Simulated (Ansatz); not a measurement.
Predict the output of the script below (Ansatz 0.2.0, Python API).

Script `freq_c2h5bse.py`:
```python
"""Harmonic frequencies of C2H5BSe at its relaxed geometry."""

import ansatz as az
from ase import Atoms
from ase.thermochemistry import IdealGasThermo
import numpy as np

BASIS = "def2-SVP"
XC = "PBE0"


def main() -> None:
    geometry_ang = [
        ("C", (-1.3436, 0.8829, 0.2801)),
        ("C", (-0.1631, 0.4473, 0.4495)),
        ("B", (0.2781, -0.8791, -0.2439)),
        ("Se", (2.2555, -1.5464, 0.0684)),
        ("H", (-2.1111, 0.4028, -0.376)),
        ("H", (-1.6906, 1.8681, 0.7507)),
        ("H", (0.5643, 0.9936, 1.0863)),
        ("H", (-0.3848, -1.4746, -0.9329)),
        ("H", (2.6839, -0.7409, -1.0995)),
    ]
    geometry = az.Crystal.molecule()
    for symbol, xyz in geometry_ang:
        geometry = geometry.atom(symbol, xyz)

    setup = geometry.calculation()
    setup = setup.basis(gaussian=BASIS)
    setup = setup.functional(XC)
    setup = setup.accuracy("medium")
    symbols = [site.symbol for site in geometry.cartesian_sites]
    start = np.array([site.position_ang for site in geometry.cartesian_sites], dtype=float)
    summary = setup.relax(force_tolerance=0.003).run(threads=1).report
    end = np.array(summary["positions_ang"])

    print("final positions (A) and the move of each atom")
    for symbol, xyz, old in zip(symbols, end, start):
        print(f"{symbol:2s} {xyz[0]:10.5f} {xyz[1]:10.5f} {xyz[2]:10.5f}   {np.linalg.norm(xyz - old):7.4f}")

    # frequencies need a stationary point, so they are taken at the relaxed geometry
    minimum = az.Crystal.molecule()
    for symbol, place in zip(symbols, end):
        minimum = minimum.atom(symbol, place.tolist())
    vibrating = (
        minimum.calculation()
        .basis(gaussian=BASIS)
        .functional(XC)
        .accuracy("medium")
        .phonons(temperatures=(298.15, 498.15, 100))
    )
    vib = vibrating.run(threads=1).report["vibrations"]
    sums = vib["harmonic_sums"]
    modes = [m["omega_inv_cm"] for m in sums["modes_at_gamma"] if m["rigid_motion"] == "no"]
    for number, w in enumerate(modes, start=1):
        print(f"mode {number:2d} {w:9.1f} 1/cm {w / 8065.544 * 1000:8.2f} meV")
    print("imaginary modes:", sum(w < 0 for w in modes), " zero-point energy:", round(sums["zero_point_energy_ev"], 4), "eV")
    # rigid rotor and ideal gas, symmetry number taken as one
    gas = IdealGasThermo(vib_energies=[w / 8065.544 for w in modes if w > 0], geometry="linear" if len(modes) == 3 * len(symbols) - 5 else "nonlinear",
                         atoms=Atoms(symbols, positions=end), symmetrynumber=1, spin=0.0)
    print(f"H(298 K) - E = {gas.get_enthalpy(298.15, verbose=False):.4f} eV")
    print(f"S(298 K, 1 bar) = {96485.33 * gas.get_entropy(298.15, 1e5, verbose=False):.1f} J/(mol K) with symmetry number 1")


if __name__ == "__main__":
    main()
```

```console
$ python freq_c2h5bse.py
final positions (A) and the move of each atom
C    -1.33280    0.89152    0.29378    0.0194
C    -0.06053    0.46673    0.19800    0.2723
B     0.27727   -0.92213   -0.38247    0.1451
Se    2.05202   -1.62363   -0.56190    0.6668
H    -2.16540    0.26198   -0.03841    0.3698
H    -1.59779    1.87319    0.70243    0.1047
H     0.73188    1.14151    0.54721    0.5836
H    -0.58823   -1.67134   -0.76973    0.3267
H     2.77219   -0.46412   -0.00620    1.1312
mode  1      98.5 1/cm    12.21 meV
mode  2     197.9 1/cm    24.54 meV
mode  3     325.0 1/cm    40.29 meV
mode  4     388.5 1/cm    48.16 meV
mode  5     591.6 1/cm    73.35 meV
mode  6     616.6 1/cm    76.45 meV
mode  7     805.5 1/cm    99.87 meV
mode  8     816.0 1/cm   101.17 meV
mode  9     924.8 1/cm   114.65 meV
mode 10    1013.4 1/cm   125.65 meV
mode 11    1045.8 1/cm   129.66 meV
mode 12    1087.2 1/cm   134.79 meV
mode 13    1131.5 1/cm   140.29 meV
mode 14    1302.5 1/cm   161.49 meV
mode 15    1428.4 1/cm   177.10 meV
mode 16    1679.1 1/cm   208.19 meV
mode 17    2437.1 1/cm   302.16 meV
mode 18    2632.8 1/cm   326.43 meV
mode 19    3144.4 1/cm   389.86 meV
mode 20    3159.2 1/cm   391.69 meV
mode 21    3247.2 1/cm   402.60 meV
imaginary modes: 0  zero-point energy: 1.7403 eV
H(298 K) - E = 1.9155 eV
S(298 K, 1 bar) = 316.2 J/(mol K) with symmetry number 1
```

Caveats:
- These settings explore the input space; basis and method may be short of convergence.
- The frequencies are harmonic and unscaled, in a modest basis. The result belongs to the one conformer reached from this start, and soft torsions count as harmonic oscillators.
- The entropy takes a symmetry number of 1; a symmetric molecule's is lower by R ln(sigma).
- It ran for 3.3 min on 1 thread of Arm Neoverse V2, with other jobs on the host, peak memory 0.33 GiB.
